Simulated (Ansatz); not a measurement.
# Sc3Al: the cost of one run

Computed with Ansatz 0.2.0 (DFT r2SCAN, scalar-relativistic, plane waves, PAW, unless a step's input says otherwise).

### Step 1. Starting point

It takes space group Pm-3m (No. 221, cubic). The conventional cell has a = 4.432 Å, b = 4.432 Å, c = 4.432 Å, α = 90.00°, β = 90.00°, γ = 90.00°. Around Sc (site symmetry 4/mmm) lie 8 Sc at 3.13 Å and 4 Al at 3.13 Å. Al (site symmetry m-3m) has 12 Sc at 3.13 Å as nearest neighbours.

Structure file:

```cif
data_structure
_symmetry_space_group_name_H-M 'Pm-3m'
_symmetry_Int_Tables_number 221
_cell_length_a 4.4320
_cell_length_b 4.4320
_cell_length_c 4.4320
_cell_angle_alpha 90.000
_cell_angle_beta 90.000
_cell_angle_gamma 90.000
_cell_volume 87.06
loop_
_atom_site_label
_atom_site_type_symbol
_atom_site_symmetry_multiplicity
_atom_site_Wyckoff_symbol
_atom_site_fract_x
_atom_site_fract_y
_atom_site_fract_z
_atom_site_occupancy
Sc1 Sc 3 c 0.50000 0.00000 0.50000 1
Al1 Al 1 a 0.00000 0.00000 0.00000 1
```

This is candidate A: structure listed in a database for this formula (Pm-3m, No. 221).

(A quick probe on a coarse mesh, which set the mesh and smearing, is not shown.)

### Step 3. Relaxing cell and atoms (candidate A)

Input file input.yaml:

```yaml
crystal:
  lattice:
    - [4.4319878233, 0.0, 0.0]
    - [0.0, 4.4319878233, 0.0]
    - [0.0, 0.0, 4.4319878233]
  atoms:
    - { symbol: Sc, position: [0.5, 0.0, 0.5] }
    - { symbol: Sc, position: [0.0, 0.5, 0.5] }
    - { symbol: Sc, position: [0.5, 0.5, 0.0] }
    - { symbol: Al, position: [0.0, 0.0, 0.0] }
basis:
  ecutwfc: 500
kpoints:
  mp_grid: { grid: [10, 10, 10] }
hamiltonian:
  xc: r2scan
scf:
  occupations: { method: gaussian, width: 0.1 }
output:
  forces: true
  stress: true
  eigenvalues: true
relax:
  adjacent_minimum: "off"
  f_tol: 0.01
  max_steps: 80
  cell: { stress_tol: 0.05 }
```

Started as:

```console
> ansatz run input.yaml --threads 1 --pin off --max-ram 3072MiB --backend cpu --events-out ev --progress --plain --runs-dir out
```

What time and memory should one allow on 1 thread of Arm Neoverse V2, shared host?

About 57 s, with a peak of 0.62 GiB.
